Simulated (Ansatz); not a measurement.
Predict the output of the script below (Ansatz's Python interface).

`methods.py`
```python
from pathlib import Path

import ansatz
import numpy as np

params = {
    "basis_set": "def2-SVP",
}

molecule = (
    ansatz.Crystal.molecule()
    .atom("N", (2.4549, 1.1835, -0.0117))
    .atom("C", (1.6319, 0.3775, 0.0984))
    .atom("C", (0.5912, -0.6419, 0.2379))
    .atom("Ge", (-1.123, 0.0958, -0.3111))
    .atom("Br", (-1.6859, 1.8805, 1.0738))
    .atom("H", (0.5307, -0.9669, 1.2969))
    .atom("H", (0.8393, -1.5131, -0.4025))
    .atom("H", (-2.2114, -1.0024, -0.2034))
    .atom("H", (-1.0277, 0.5869, -1.7782))
)

job = molecule.calculation().basis(gaussian=params["basis_set"])

print("functional    E (Ha)        dipole (D)   HOMO (eV)  LUMO (eV)")
for name in ["r2scan0", "pbe", "b3lyp", "lda", "pbe0"]:
    data = job.functional(name).forces().orbitals().run(runs_dir="runs").report
    lines = Path(data["orbitals_path"]).read_text().splitlines()
    field_of = lambda key: [line.split("=")[1].strip() for line in lines if line.startswith(key)]
    orbitals = [(27.211386 * float(e), s, float(n)) for e, s, n in zip(field_of("Ene="), field_of("Spin="), field_of("Occup="))]
    homo = max(e for e, _, n in orbitals if n > 0.5)
    lumo = min(e for e, _, n in orbitals if n < 0.5)
    dipole = 4.803205 * np.linalg.norm(data["charge_distribution"]["dipole_moment_e_ang"])
    print(f"{name:10s} {data['free_energy_ev'] / 27.211386246:14.6f} {dipole:9.3f} {homo:11.3f} {lumo:10.3f}")
```

Output of `python methods.py`:
```text
functional    E (Ha)        dipole (D)   HOMO (eV)  LUMO (eV)
r2scan0      -4783.746836     4.497      -8.684     -0.719
pbe          -4783.008067     4.126      -7.096     -1.713
b3lyp        -4783.951078     4.232      -8.107     -1.032
lda          -4775.974911     4.227      -7.184     -1.970
pbe0         -4783.162236     4.351      -8.436     -0.813
```

Reading the output:
- Total energies depend on the basis set; only differences at equal settings carry meaning.
- The geometry is a force-field or estimated start, not a minimum of this method, and the basis set is short of its limit. A lower total doesn't mark the better method: functionals have no common bound, and MP2 and coupled cluster aren't variational.
- b3lyp holds the VWN-RPA fit, as in Gaussian; the form of ORCA and Turbomole is b3lyp5.
- Levels such as HOMO and LUMO are orbital energies: with these approximate functionals they aren't the ionisation energy and electron affinity, and their gap isn't the fundamental gap.
- Run time: 36 s on 1 thread of Intel(R) Xeon(R) Platinum 8259CL CPU @ 2.50GHz (Skylake/Cascade Lake), with other jobs on the host, peak memory 0.42 GiB.
